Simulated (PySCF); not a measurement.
# CuN2: quartet, from a bent start

The task is one start of a wider search on CuN2: the quartet, from a bent start. It is relaxed, tested by its Hessian and followed downhill if it is a saddle.

Computed with PySCF 2.14.0. Level: PBE0, basis Cu def2-TZVP, N def2-TZVP, no relativity, density fitting.

**1. The starting structure**

3 atoms, charge 0, spin multiplicity 4.

Bond lengths: Cu1–N2 1.750 Å, Cu1–N3 1.750 Å. Angles: N2–Cu1–N3 110.0°.

Coordinates in bohr (charge 0 multiplicity 4):
```
Cu    0.0000    0.0000    0.0000
N     2.7089    0.0000    1.8969
N    -2.7089    0.0000    1.8969
```

**2. First SCF at the start**

The steps below are one call of a driver around PySCF. For each, scf.py gives the equivalent set-up of the SCF; relaxations use the driver's own optimiser. After this first run the driver tries any further starts and a stability analysis.

The input, scf.py:

```python
from pyscf import gto, scf, dft
mol = gto.M(atom='''
Cu     0.000000     0.000000     0.000000
N      1.433500     0.000000     1.003800
N     -1.433500     0.000000     1.003800''',
    basis={'Cu': 'def2-TZVP', 'N': 'def2-TZVP'},
    charge=0, spin=3)
mf = dft.UKS(mol, xc='PBE0')
mf.grids.atom_grid = (50, 194)
aux = {'Cu': 'def2-universal-JKFIT', 'N': 'def2-universal-JKFIT'}
mf = mf.density_fit(auxbasis=aux)
mf.conv_tol = 1e-08
mf.diis_space = 10
mf.max_cycle = 60
mf.init_guess = 'minao'
mf.verbose = 4
mf.kernel()
```

The run is started by

```
OMP_NUM_THREADS=4 python axn.py task.json out
```

After this run come: Relaxation: bent start, quartet; Vibrations and properties at this point.

**Question.** What will these runs give? Wanted: minimum; geometry; wavenumbers; dipole moment; highest occupied, lowest empty level; polar-tensor charge of Cu1; zero-point energy; atomisation energy; ⟨S²⟩.

As calculated:

```
                                          quantity                             value
                                           minimum   broken-symmetry (Ms = 3/2), C2v
                                          geometry  Cu–N 1.807 Å (×2); N–Cu–N 132.5°
                                wavenumbers (cm⁻¹)      140 (a1), 552 (a1), 576 (b2)
                                     dipole moment                            2.30 D
highest occupied, lowest empty level (either spin)                   -7.45, -4.53 eV
                        polar-tensor charge of Cu1                           +0.59 e
                                 zero-point energy                        7.6 kJ/mol
                               entropy at 298.15 K                   281.7 J/(mol K)
         atomisation energy (no zero-point energy)                        214 kJ/mol
                                              ⟨S²⟩                             4.491
```

In words: The bent start keeps its C2v symmetry and ends in a minimum. The determinant is spin-contaminated (⟨S²⟩ = 4.49 against 3.75), so it is no pure spin state. The strongest infrared band lies at 140 cm⁻¹ (a1, bend). Only this shape and spin were tried, so other structures or states may lie lower. One determinant may miss the lowest occupation of an open d or f shell.
